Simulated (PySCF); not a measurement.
**C⁴⁺: ionisation energy in even-tempered 15s7p4d3f3g**

Aim: the ionisation energy of carbon from differences of total energies, at each level of theory, and how far each lands from the tabulated value where there is one.

Method: unrestricted determinants in a Gaussian basis, no spin-orbit coupling in the energies. Code: PySCF 2.14.0.

## (1) What is computed

- Element: carbon (Z = 6)
- Basis: an even-tempered Gaussian basis (15 s from 1.2 bohr⁻², ratio 2.2; 7 p from 1.9 bohr⁻², ratio 2.4; 4 d from 5.8 bohr⁻², ratio 2.4; 3 f from 8.8 bohr⁻², ratio 2.4; 3 g from 13 bohr⁻², ratio 2.4)
- Hamiltonian: the non-relativistic Hamiltonian (point nucleus)
- State 1: C⁴⁺: 1s2, closed-shell 1S
- Needed too, but not shown: C⁵⁺ 1s1 (2S)
- Methods: CCSD(T)
- Core shells frozen in the correlated runs: all electrons: nothing (for C⁴⁺)

Outer shells as boxes (Hund's rule):

C4+ 1s2
```
1s [↑↓]
```

One driver process ran all states and methods and kept the integrals in memory. Each run is shown as a PySCF script that sums up its settings (the driver passes frozen orbitals as a list and adds second-order terms of double hybrids); the logs are those of the runs themselves. The driver starts from symmetry-adapted Hartree-Fock orbitals, holds the occupation by maximum overlap and uses a logarithmic radial grid for functionals, so a plain start would take other cycles.

The integrals over 104 functions and the set-up took 0.57 s of CPU time.

## (2) C⁴⁺, at CCSD(T) (all electrons)

Level: CCSD(T) (all electrons).

The input, input.py:

```python
from pyscf import gto, scf, dft, mp, cc
mol = gto.M(atom="C 0 0 0", charge=4, spin=0, symmetry="D2h",
            basis=gto.etbs([(0, 15, 1.2, 2.2), (1, 7, 1.9, 2.4), (2, 4, 5.8, 2.4), (3, 3, 8.8, 2.4), (4, 3, 13, 2.4)]))
mf = scf.UHF(mol)
mf.irrep_nelec = {'Ag': (1, 1)}
mf.kernel()
mycc = cc.CCSD(mf, frozen=[[93, 94, 95, 96, 97, 98, 99, 100, 101, 102, 103], [93, 94, 95, 96, 97, 98, 99, 100, 101, 102, 103]]).run()
mycc.ccsd_t()
```

Q: Predict the outcome of this session.

**Answer**, as computed:

```
              quantity                                                        value
ionisation energy, C⁴⁺  UHF 390.79, FCI (all electrons) 392.00 eV; reference 392.09
```

Each level's miss (mean over 1 difference):

```csv
method,mean absolute miss against FCI (all electrons) (eV)
UHF,1.210
MP2 (all electrons),0.051
SCS-MP2 (all electrons),0.181
CCSD (all electrons),0.000
CCSD(T) (all electrons),0.000
CCSDT (all electrons),0.000
FCI (all electrons),0.000
```

In words: The methods span 1.391 eV, from UHF (390.79) to SCS-MP2 (all electrons) (392.18). The reference is uncertain or not like for like (spin-orbit coupling or other relativistic terms), so no ranking of close methods is drawn. The basis is finite, and no extrapolation was made.
